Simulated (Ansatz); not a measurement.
# BClH3OS (charge +1): two geometries relaxed

Method: UKS PBE0/6-31G, in Ansatz 0.2.0.

### Step 1. Starting point

Bond lengths: O1–B2 1.487 Å, B2–S3 1.768 Å, B2–Cl4 1.694 Å, O1–H5 0.974 Å, O1–H6 0.975 Å, S3–H7 1.326 Å. Angles: O1–B2–S3 112.6°, O1–B2–Cl4 113.3°, S3–B2–Cl4 134.1°, B2–O1–H5 119.0°, B2–O1–H6 121.4°, H5–O1–H6 115.0°, B2–S3–H7 99.1°.

As a file:

```xyz
7

O    -0.7593    0.9299    0.0257
B    -0.0240   -0.3628    0.0230
S     1.7247   -0.1499    0.1754
Cl   -1.0406   -1.7121   -0.0999
H    -1.6979    0.9404   -0.2339
H    -0.2927    1.7794   -0.0813
H     2.0899   -1.4249    0.1910
```

### Step 2. End point A

input.yaml reads:

```yaml
crystal:
  periodic: [false, false, false]
  atoms:
    - { symbol: O, position_ang: [-0.75929, 0.92991, 0.0257] }
    - { symbol: B, position_ang: [-0.02401, -0.36278, 0.02301] }
    - { symbol: S, position_ang: [1.72469, -0.14995, 0.17542] }
    - { symbol: Cl, position_ang: [-1.0406, -1.71213, -0.09995] }
    - { symbol: H, position_ang: [-1.69791, 0.94042, -0.23393] }
    - { symbol: H, position_ang: [-0.29273, 1.7794, -0.08129] }
    - { symbol: H, position_ang: [2.08985, -1.42487, 0.19104] }
total_charge: 1
magnetization:
  spin_polarized: true
basis:
  gaussian: { orbitals: "6-31G" }
hamiltonian:
  xc: pbe0
relax:
  f_tol: 0.02
  max_steps: 50
```

The run is started by

```bash
ansatz run input.yaml --threads 1 --pin off --max-ram 2048MiB --backend cpu --events-out ev --progress --plain --runs-dir out
```

Q: Estimate wall time and peak memory on 1 thread of Arm Neoverse V1, shared host.

About 28 s, with a peak of 0.16 GiB.
